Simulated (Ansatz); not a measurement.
# C₂H₂Br₂: vertical ionisation energy

One table from this session's results is given with a row withheld; the runs are named, their logs left out.

Computed with Ansatz 0.2.0, Gaussian basis. Level: unrestricted cation, the program's frozen cores in correlated methods.

Plan: UKS PBE-D4/def2-TZVPP; UKS r2SCAN-D4/def2-TZVPP; UKS PBE0-D4/def2-TZVPP; UKS B3LYP-D4/def2-TZVPP; UKS wB97X-V/def2-TZVPP; UKS wB97M-V/def2-TZVPP; UKS B2PLYP/def2-TZVPP; UHF-CCSD(T)/def2-TZVPP; UHF-MP2/def2-QZVPP; extrapolation to the limit; then −ε(HOMO) from the neutral's earlier runs with LDA (SPW92), PBE-D4, revPBE-D4, BLYP-D4, r2SCAN-D4, B97M-V, PBE0-D4, B3LYP-D4, r2SCANh-D4, r2SCAN0-D4, HSE06-D4, BHLYP-D4, CAM-B3LYP-D4, LC-ωPBE, ωB97X-V, ωB97M-V.

### The geometry

The geometry comes from an earlier relaxation with PBE0-D4 in a triple-zeta def2 set; it is a stationary point.

SMILES `Br/C=C\Br`, 6 atoms, charge 0, spin multiplicity 1.

Atoms are counted from 1 here; the program's logs count them from 0.

Bond lengths: Br1–C2 1.864 Å, C2–C3 1.322 Å, C2–H5 1.082 Å, C3–Br4 1.864 Å, C3–H6 1.082 Å. Angles: Br1–C2–C3 125.6°, Br1–C2–H5 113.9°, C3–C2–H5 120.5°, C2–C3–Br4 125.6°, C2–C3–H6 120.5°, Br4–C3–H6 113.9°.

The first run:

in.yaml reads:

```yaml
crystal:
  periodic: [false, false, false]
  atoms:
    - {symbol: Br, position_ang: [0.526363, -2.116130, -0.196110]}
    - {symbol: C, position_ang: [0.627088, -0.274894, 0.077452]}
    - {symbol: C, position_ang: [-0.387451, 0.569764, 0.007520]}
    - {symbol: Br, position_ang: [-2.153013, 0.114572, -0.380720]}
    - {symbol: H, position_ang: [1.622514, 0.079874, 0.310054]}
    - {symbol: H, position_ang: [-0.235501, 1.626823, 0.181805]}
basis:
  gaussian: {orbitals: def2-TZVPP}
total_charge: 1
magnetization: {spin_polarized: true, initial_magnetization: 1}
hamiltonian: {xc: pbe, dispersion: d4}
```

On the command line:

```
ansatz run in.yaml --threads 2 --pin off --events-out ev --progress --plain --max-ram 22528MiB --backend cpu
```

Steps of the session up to this table: Cation, UKS PBE-D4/def2-TZVPP; Cation, UKS r2SCAN-D4/def2-TZVPP; Cation, UKS PBE0-D4/def2-TZVPP; Cation, UKS B3LYP-D4/def2-TZVPP; Cation, UKS wB97X-V/def2-TZVPP; Cation, UKS wB97M-V/def2-TZVPP; Cation, UKS B2PLYP (frozen core)/def2-TZVPP; Cation, UHF-CCSD(T)/def2-TZVPP; Cation, UHF-MP2/def2-QZVPP.

One of the session's tables, all rows but one given; the rest of the session is left out.

It belongs to the step «Ionisation energies side by side». Orbital estimates, from the neutral's runs:

| functional | −ε(HOMO) (eV) |
| --- | --- |
| LDA (SPW92) | 6.33 |
| PBE-D4 | 6.15 |
| revPBE-D4 | 6.09 |
| BLYP-D4 | 5.98 |
| r2SCAN-D4 | 6.39 |
| B97M-V | ? |
| PBE0-D4 | 7.28 |
| B3LYP-D4 | 7.05 |
| r2SCANh-D4 | 6.81 |
| r2SCAN0-D4 | 7.44 |
| HSE06-D4 | 6.89 |
| BHLYP-D4 | 8.26 |
| CAM-B3LYP-D4 | 8.54 |
| LC-ωPBE | 9.89 |
| ωB97X-V | 9.52 |
| ωB97M-V | 9.40 |

Q: Estimate the row for B97M-V from the others.

As computed: −ε(HOMO) (eV): 6.43. In the column «−ε(HOMO) (eV)» it lies between r2SCAN-D4 (6.39) and r2SCANh-D4 (6.81).
